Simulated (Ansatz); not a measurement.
What does this script print? It uses the Python package of Ansatz (0.2.0).

`run_relaxed_scan.py`
```python
"""Relaxed scan of one distance in CH3OSb."""

import ansatz as az
import numpy as np

GEOMETRY = """
C     0.08660   -0.28160   -0.66290
O    -0.90060   -0.77830    0.17530
Sb    0.67110   -0.14050    1.32770
H    -0.24870    0.71880   -1.13440
H     0.49330   -1.02360   -1.33830
H    -0.05960    1.44110    1.58630
"""

molecule = az.Crystal.molecule()
for line in GEOMETRY.strip().splitlines():
    symbol, *xyz = line.split()
    molecule = molecule.atom(symbol, [float(v) for v in xyz])

setup = (
    molecule.calculation()
    .basis(gaussian="def2-SVP")
    .functional("pbe", dispersion="d4")
)
symbols = [site.symbol for site in molecule.cartesian_sites]
pairs = [(0, 1), (0, 2), (0, 3), (0, 4), (1, 2), (2, 5)]
print("held (A)   E (eV)        ", "  ".join(f"{symbols[i]}{i}-{symbols[j]}{j}" for i, j in pairs))
for length in [1.62, 1.76, 1.9, 2.11, 2.38]:
    data = setup.relax(constraints=[az.DistanceConstraint((2, 5), at=length)], force_tolerance=0.02, max_steps=60).run().report
    xyz = np.array(data["positions_ang"])
    print(f"{length:6.2f} {data['free_energy_ev']:14.5f}  ", "  ".join(f"{np.linalg.norm(xyz[i] - xyz[j]):.3f}" for i, j in pairs))
```

Running `python run_relaxed_scan.py` prints:
```text
held (A)   E (eV)         C0-O1  C0-Sb2  C0-H3  C0-H4  O1-Sb2  Sb2-H5
DeckWarning: relax.constraints: the input's atoms, or those drawn, lie off the distances that are held; a relaxation that starts there is brought onto them ahead of its first SCF, by positions alone, [...]
  1.62    -9663.00047   1.366  2.206  1.114  1.113  2.124  1.620
  1.76    -9663.11716   1.368  2.204  1.113  1.113  2.119  1.760
  1.90    -9663.00116   1.370  2.203  1.113  1.113  2.114  1.900
  2.11    -9662.62015   1.374  2.201  1.112  1.112  2.106  2.110
  2.38    -9662.00503   1.378  2.199  1.112  1.112  2.096  2.380
```
(Warnings from the package without file and line, shortened, repeats left out.)

Reading the output:
- Total energies depend on the basis set; only differences at equal settings carry meaning.
- The energies are electronic: no zero-point or thermal terms, and the basis set is short of its limit.
- def2 sets replace the cores of elements past krypton by effective core potentials.
- Hardware and time: 67 s on 1 thread of Arm Neoverse V1 (shared host), peak memory 0.21 GiB.
